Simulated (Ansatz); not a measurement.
# C3H8Cl2GaN: the cost of one run

Computed with Ansatz 0.2.0, Gaussian basis. Level: BLYP/6-31G*.

## Step 1: The geometry

The structure was relaxed beforehand with PBE0-D4 in a triple-zeta def2 set.

SMILES `CC(C)[NH][Ga]([Cl])[Cl]`, 15 atoms, charge 0, spin multiplicity 1.

Atoms are counted from 1 here; the program's logs count them from 0.

Bond lengths: C1–C2 1.522 Å, C1–H8 1.091 Å, C1–H9 1.095 Å, C1–H10 1.093 Å, C2–C3 1.522 Å, C2–N4 1.454 Å, C2–H11 1.096 Å, C3–H12 1.091 Å, C3–H13 1.093 Å, C3–H14 1.095 Å, N4–Ga5 1.791 Å, N4–H15 1.009 Å, Ga5–Cl6 2.128 Å, Ga5–Cl7 2.126 Å. Angles: C2–C1–H8 110.8°, C2–C1–H9 110.5°, C2–C1–H10 111.1°, H8–C1–H9 108.1°, H8–C1–H10 108.5°, H9–C1–H10 107.8°, C1–C2–C3 111.4°, C1–C2–N4 111.0°, C1–C2–H11 108.2°, C3–C2–N4 111.0°, C3–C2–H11 108.2°, N4–C2–H11 106.8°, C2–C3–H12 110.8°, C2–C3–H13 111.1°, C2–C3–H14 110.5°, H12–C3–H13 108.5°, H12–C3–H14 108.1°, H13–C3–H14 107.8° and more.

## Step 2: The run

Contents of in.yaml:

```yaml
crystal:
  periodic: [false, false, false]
  atoms:
    - {symbol: C, position_ang: [-1.539491, -0.708695, -0.337619]}
    - {symbol: C, position_ang: [-0.284887, -0.144398, 0.312752]}
    - {symbol: C, position_ang: [0.388668, -1.175184, 1.206743]}
    - {symbol: N, position_ang: [0.639605, 0.361488, -0.688604]}
    - {symbol: Ga, position_ang: [1.203079, 2.050251, -0.884476]}
    - {symbol: Cl, position_ang: [0.508062, 3.564818, 0.438270]}
    - {symbol: Cl, position_ang: [2.566105, 2.578415, -2.428067]}
    - {symbol: H, position_ang: [-2.033231, 0.048613, -0.949180]}
    - {symbol: H, position_ang: [-1.287529, -1.555534, -0.983908]}
    - {symbol: H, position_ang: [-2.247649, -1.062816, 0.415526]}
    - {symbol: H, position_ang: [-0.576841, 0.708830, 0.934990]}
    - {symbol: H, position_ang: [1.267523, -0.749945, 1.694661]}
    - {symbol: H, position_ang: [-0.296881, -1.534766, 1.978004]}
    - {symbol: H, position_ang: [0.712164, -2.039391, 0.617837]}
    - {symbol: H, position_ang: [0.981295, -0.341665, -1.326940]}
basis:
  gaussian: {orbitals: "6-31G*"}
hamiltonian: {xc: {name: BLYP}}
md: {timestep: 2 fs, n_steps: 20, ensemble: nvt_langevin, temperature: 500, initial_velocities: maxwell_boltzmann, friction: 0.01, seed: 908}
```

Launch:

```bash
$ ansatz run in.yaml --threads 2 --pin off --events-out ev --progress --plain --max-ram 32768MiB --backend cpu
```

What time and memory should one allow on 2 threads of AMD EPYC 7R13, shared host?

About 85 s, with a peak of 0.76 GiB.
